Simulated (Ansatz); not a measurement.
Geometry optimisation, DFT PBEsol, scalar-relativistic, plane waves, PAW in Ansatz.

The input (input.yaml):

```yaml
crystal:
  lattice:
    - [7.573114, 0.0, 0.0]
    - [3.786557, 6.558509, 0.0]
    - [0.0, 0.0, 16.676426]
  atoms:
    - { symbol: H, position: [0.1111111, 0.1111111, 0.0599649] }
    - { symbol: H, position: [0.4444444, 0.1111111, 0.0599649] }
    - { symbol: H, position: [0.7777778, 0.1111111, 0.0599649] }
    - { symbol: H, position: [0.1111111, 0.4444444, 0.0599649] }
    - { symbol: H, position: [0.4444444, 0.4444444, 0.0599649] }
    - { symbol: H, position: [0.7777778, 0.4444444, 0.0599649] }
    - { symbol: H, position: [0.1111111, 0.7777778, 0.0599649] }
    - { symbol: H, position: [0.4444444, 0.7777778, 0.0599649] }
    - { symbol: H, position: [0.7777778, 0.7777778, 0.0599649] }
    - { symbol: C, position: [0.1111111, 0.1111111, 0.1259263] }
    - { symbol: C, position: [0.4444444, 0.1111111, 0.1259263] }
    - { symbol: C, position: [0.7777778, 0.1111111, 0.1259263] }
    - { symbol: C, position: [0.1111111, 0.4444444, 0.1259263] }
    - { symbol: C, position: [0.4444444, 0.4444444, 0.1259263] }
    - { symbol: C, position: [0.7777778, 0.4444444, 0.1259263] }
    - { symbol: C, position: [0.1111111, 0.7777778, 0.1259263] }
    - { symbol: C, position: [0.4444444, 0.7777778, 0.1259263] }
    - { symbol: C, position: [0.7777778, 0.7777778, 0.1259263] }
    - { symbol: C, position: [-0.1111111, 0.2222222, 0.1568253] }
    - { symbol: C, position: [0.2222222, 0.2222222, 0.1568253] }
    - { symbol: C, position: [0.5555556, 0.2222222, 0.1568253] }
    - { symbol: C, position: [-0.1111111, 0.5555556, 0.1568253] }
    - { symbol: C, position: [0.2222222, 0.5555556, 0.1568253] }
    - { symbol: C, position: [0.5555556, 0.5555556, 0.1568253] }
    - { symbol: C, position: [-0.1111111, 0.8888889, 0.1568253] }
    - { symbol: C, position: [0.2222222, 0.8888889, 0.1568253] }
    - { symbol: C, position: [0.5555556, 0.8888889, 0.1568253] }
    - { symbol: C, position: [-0.1111111, 0.2222222, 0.2495223] }
    - { symbol: C, position: [0.2222222, 0.2222222, 0.2495223] }
    - { symbol: C, position: [0.5555556, 0.2222222, 0.2495223] }
    - { symbol: C, position: [-0.1111111, 0.5555556, 0.2495223] }
    - { symbol: C, position: [0.2222222, 0.5555556, 0.2495223] }
    - { symbol: C, position: [0.5555556, 0.5555556, 0.2495223] }
    - { symbol: C, position: [-0.1111111, 0.8888889, 0.2495223] }
    - { symbol: C, position: [0.2222222, 0.8888889, 0.2495223] }
    - { symbol: C, position: [0.5555556, 0.8888889, 0.2495223] }
    - { symbol: C, position: [0.0, 0.0, 0.2804213] }
    - { symbol: C, position: [0.3333333, 0.0, 0.2804213] }
    - { symbol: C, position: [0.6666667, 0.0, 0.2804213] }
    - { symbol: C, position: [0.0, 0.3333333, 0.2804213] }
    - { symbol: C, position: [0.3333333, 0.3333333, 0.2804213] }
    - { symbol: C, position: [0.6666667, 0.3333333, 0.2804213] }
    - { symbol: C, position: [0.0, 0.6666667, 0.2804213] }
    - { symbol: C, position: [0.3333333, 0.6666667, 0.2804213] }
    - { symbol: C, position: [0.6666667, 0.6666667, 0.2804213] }
    - { symbol: "N", position: [0.6583321, 0.0082261, 0.4075469], spin: 1.0 }
    - { symbol: "N", position: [0.5180842, 0.169494, 0.4135434] }
magnetization:
  spin_polarized: true
basis:
  ecutwfc: 420.0
kpoints:
  mp_grid: { grid: [2, 2, 1] }
hamiltonian:
  xc: pbesol
  pseudopotentials: { kind: paw, azcp: { folder: soft_1 } }
scf:
  occupations: { method: fermi_dirac, width: 0.05 }
  lower_state_search: "off"
relax:
  f_tol: 0.03
  max_steps: 60
  adjacent_minimum: "off"
  constraints:
    - { sites: [0, 1, 2, 3, 4, 5, 6, 7, 8, 9, 10, 11, 12, 13, 14, 15, 16, 17, 18, 19, 20, 21, 22, 23, 24, 25, 26] }
```

Launched with:

```bash
$ ansatz run input.yaml --threads 4 --pin off --max-ram 10240MiB --backend cpu --events-out ev --progress --plain --runs-dir out
```

Where does it end, and by what steps?

The forces met the threshold. Limits of this set-up: coarse k mesh, thin slab, slab without dipole correction, no dispersion correction for a molecule that may bind weakly, PAW files made for another functional. After 12 steps the energy has fallen by 3.962 eV; N47 moved furthest, 1.05 Å. Joined: C39–N46 (2.12 → 1.56 Å), C41–N47 (2.59 → 1.55 Å).

```
step  energy less start (eV)  largest force component (eV/Å)  accepted
   0                  0.0000                           3.936       yes
   1                 -2.3424                           3.068       yes
   2                 -2.8636                           2.107       yes
   3                 -3.0617                           1.274       yes
   4                 -3.2905                           1.610       yes
   5                 -3.6205                           3.088       yes
   6                 -3.7935                           2.257       yes
   7                 -3.9068                           1.037       yes
   8                 -3.9428                           0.378       yes
   9                 -3.9608                           0.119       yes
  10                 -3.9622                           0.053       yes
  11                 -3.9605                           0.142        no
  12                 -3.9624                           0.012       yes
```

```xyz
47
Lattice="7.5731 0.0000 0.0000 3.7866 6.5585 0.0000 0.0000 0.0000 16.6764" Properties=species:S:1:pos:R:3
H 1.262 0.729 1.000
H 3.787 0.729 1.000
H 6.311 0.729 1.000
H 2.524 2.915 1.000
H 5.049 2.915 1.000
H 7.573 2.915 1.000
H 3.787 5.101 1.000
H 6.311 5.101 1.000
H 8.835 5.101 1.000
C 1.262 0.729 2.100
C 3.787 0.729 2.100
C 6.311 0.729 2.100
C 2.524 2.915 2.100
C 5.049 2.915 2.100
C 7.573 2.915 2.100
C 3.787 5.101 2.100
C 6.311 5.101 2.100
C 8.835 5.101 2.100
C 0.000 1.457 2.615
C 2.524 1.457 2.615
C 5.049 1.457 2.615
C 1.262 3.644 2.615
C 3.787 3.644 2.615
C 6.311 3.644 2.615
C 2.524 5.830 2.615
C 5.049 5.830 2.615
C 7.573 5.830 2.615
C 0.011 1.459 4.233
C 2.521 1.443 4.198
C 5.072 1.471 4.098
C 1.268 3.646 4.241
C 3.790 3.634 4.279
C 6.317 3.648 4.236
C 2.517 5.840 4.272
C 5.036 5.821 4.232
C 7.559 5.834 4.197
C -0.004 0.002 4.592
C 2.505 -0.011 4.552
C 5.016 0.075 4.678
C 1.275 2.186 4.566
C 3.835 2.121 4.682
C 6.322 2.187 4.543
C 2.523 4.375 4.604
C 5.049 4.366 4.577
C 7.580 4.382 4.581
N 4.661 0.517 6.129
N 4.038 1.594 6.128
```

The run took 2.4 min on 4 threads of Arm Neoverse V2, with other jobs on the host, peak memory 2.5 GiB.
